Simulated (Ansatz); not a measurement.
# GaAs5: the cost of one run

Method: DFT PBE, scalar-relativistic, plane waves, PAW, in Ansatz 0.2.0.

## Step 1: Starting point

It takes space group P4/mmm (No. 123, tetragonal). Conventional cell: a = 5.126 Å, b = 5.126 Å, c = 5.786 Å, α = 90.00°, β = 90.00°, γ = 90.00°. Ga (site symmetry 4/mmm) has 4 As at 1.78 Å as nearest neighbours. As (site symmetry m2m) is surrounded by 1 Ga at 1.78 Å. Around As (site symmetry 4/mmm) lie 2 Ga at 2.89 Å.

Structure file:

```cif
data_structure
_symmetry_space_group_name_H-M 'P4/mmm'
_symmetry_Int_Tables_number 123
_cell_length_a 5.1265
_cell_length_b 5.1265
_cell_length_c 5.7855
_cell_angle_alpha 90.000
_cell_angle_beta 90.000
_cell_angle_gamma 90.000
_cell_volume 152.05
loop_
_atom_site_label
_atom_site_type_symbol
_atom_site_symmetry_multiplicity
_atom_site_Wyckoff_symbol
_atom_site_fract_x
_atom_site_fract_y
_atom_site_fract_z
_atom_site_occupancy
Ga1 Ga 1 a 0.00000 0.00000 0.00000 1
As1 As 4 j 0.24493 0.24493 0.00000 1
As2 As 1 b 0.00000 0.00000 0.50000 1
```

A structure generator made this guess: random cell by space group and Wyckoff sites (P4/mmm, No. 123). Lengths come from tabulated atomic sizes and are only a guess.

## Step 2: The guess as it stands, on a coarse mesh

Input file input.yaml:

```yaml
crystal:
  lattice:
    - [5.12646135, 0.0, 0.0]
    - [0.0, 5.12646135, 0.0]
    - [0.0, 0.0, 5.78550615]
  atoms:
    - { symbol: Ga, position: [0.0, 0.0, 0.0] }
    - { symbol: As, position: [0.24492854, 0.24492854, 0.0] }
    - { symbol: As, position: [0.75507146, 0.75507146, 0.0] }
    - { symbol: As, position: [0.24492854, 0.75507146, 0.0] }
    - { symbol: As, position: [0.75507146, 0.24492854, 0.0] }
    - { symbol: As, position: [0.0, 0.0, 0.5] }
basis:
  ecutwfc: 420
kpoints:
  mp_grid: { grid: [4, 4, 4] }
hamiltonian:
  xc: pbe
scf:
  occupations: { method: gaussian, width: 0.1 }
  lower_state_search: "off"
output:
  forces: true
  stress: true
  eigenvalues: true
```

Run with:

```sh
$ ansatz run input.yaml --threads 1 --pin off --max-ram 2560MiB --backend cpu --events-out ev --progress --plain --runs-dir out
```

Q: Estimate wall time and peak memory on 1 thread of Intel Xeon Platinum 8259CL at 2.50GHz (Skylake/Cascade Lake), shared host.

About 9.9 s, with a peak of 0.51 GiB.
